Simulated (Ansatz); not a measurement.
**CH₉AlBNSi: a ladder of functionals and wavefunction methods**

One table from this session's results is given with a row withheld; the runs are named, their logs left out.

Program: Ansatz 0.2.0, Gaussian basis. Level of theory: functionals in def2-TZVPP, the program's frozen cores in correlated methods. These are calculated values, not measurements.

The runs, in order: PBE-D4, r2SCAN-D4, PBE0-D4, B3LYP-D4, ωB97X-V, ωB97M-V, B2PLYP; CCSD(T)/def2-TZVPP; MP2/def2-QZVPP; extrapolation to the limit.

## The relaxed structure

All runs share one geometry, relaxed beforehand with PBE0-D4 in a triple-zeta def2 set.

SMILES `C[SiH2][B](N)[AlH2]`, 14 atoms, charge 0, spin multiplicity 1.

Atoms are counted from 1 here; the program's logs count them from 0.

Bond lengths: C1–Si2 1.882 Å, C1–H6 1.093 Å, C1–H7 1.092 Å, C1–H8 1.093 Å, Si2–B3 2.018 Å, Si2–H9 1.501 Å, Si2–H10 1.496 Å, B3–N4 1.391 Å, B3–Al5 2.146 Å, N4–H11 1.010 Å, N4–H12 1.009 Å, Al5–H13 1.595 Å, Al5–H14 1.603 Å. Angles: Si2–C1–H6 110.9°, Si2–C1–H7 111.2°, Si2–C1–H8 110.4°, H6–C1–H7 108.1°, H6–C1–H8 108.0°, H7–C1–H8 108.1°, C1–Si2–B3 112.0°, C1–Si2–H9 109.1°, C1–Si2–H10 108.4°, B3–Si2–H9 111.9°, B3–Si2–H10 109.0°, H9–Si2–H10 106.2°, Si2–B3–N4 118.9°, Si2–B3–Al5 123.3°, N4–B3–Al5 117.7°, B3–N4–H11 123.4°, B3–N4–H12 124.0°, H11–N4–H12 112.6° and more.

Set-up of the first run:

in.yaml reads:

```yaml
crystal:
  periodic: [false, false, false]
  atoms:
    - {symbol: C, position_ang: [-1.624659, 0.211496, -1.544091]}
    - {symbol: Si, position_ang: [-0.629840, -1.042443, -0.554494]}
    - {symbol: B, position_ang: [0.818858, -0.163495, 0.541127]}
    - {symbol: N, position_ang: [2.127539, -0.619746, 0.417014]}
    - {symbol: Al, position_ang: [0.449481, 1.451630, 1.904987]}
    - {symbol: H, position_ang: [-0.987889, 0.738265, -2.258941]}
    - {symbol: H, position_ang: [-2.429225, -0.273317, -2.100735]}
    - {symbol: H, position_ang: [-2.071759, 0.954445, -0.878785]}
    - {symbol: H, position_ang: [-0.075297, -2.076848, -1.489497]}
    - {symbol: H, position_ang: [-1.563554, -1.766440, 0.363889]}
    - {symbol: H, position_ang: [2.398491, -1.372725, -0.199728]}
    - {symbol: H, position_ang: [2.907117, -0.244529, 0.935920]}
    - {symbol: H, position_ang: [-0.962850, 2.179043, 2.050231]}
    - {symbol: H, position_ang: [1.630387, 1.995464, 2.842002]}
basis:
  gaussian: {orbitals: def2-TZVPP}
hamiltonian: {xc: pbe, dispersion: d4}
output: {forces: true, orbitals: {seedname: orbitals}}
```

Run with:

```bash
> ansatz run in.yaml --threads 4 --pin off --events-out ev --progress --plain --max-ram 10444MiB
```

Steps of the session up to this table: PBE-D4 (GGA); r2SCAN-D4 (meta-GGA); PBE0-D4 (hybrid); B3LYP-D4 (hybrid); ωB97X-V (range-separated); ωB97M-V (range-separated); B2PLYP (double hybrid); CCSD(T) in def2-TZVPP; MP2 in def2-QZVPP.

One of the session's tables, all rows but one given; the rest of the session is left out.

```
            method  atomisation energy (eV)
            PBE-D4                   48.327
         r2SCAN-D4                   48.034
           PBE0-D4                   47.879
          B3LYP-D4                   48.120
           ωB97X-V                   48.257
           ωB97M-V                   48.126
            B2PLYP                   47.418
     HF/def2-TZVPP                   35.848
    MP2/def2-TZVPP                   46.827
   CCSD/def2-TZVPP                   46.160
CCSD(T)/def2-TZVPP                   46.708
           MP2/CBS                        ?
       CCSD(T)/CBS                   47.893
```

**Question.** Estimate the row for MP2/CBS.

The run gave: atomisation energy (eV): 48.013. In the column «atomisation energy (eV)» it lies between CCSD(T)/CBS (47.893) and r2SCAN-D4 (48.034).

Limits of these values: Free atoms (1 C, 1 Si, 1 B, 1 N, 1 Al, 9 H) were run apart at each level; the atomisation energy is their sum less the molecule, without zero-point or spin-orbit terms.
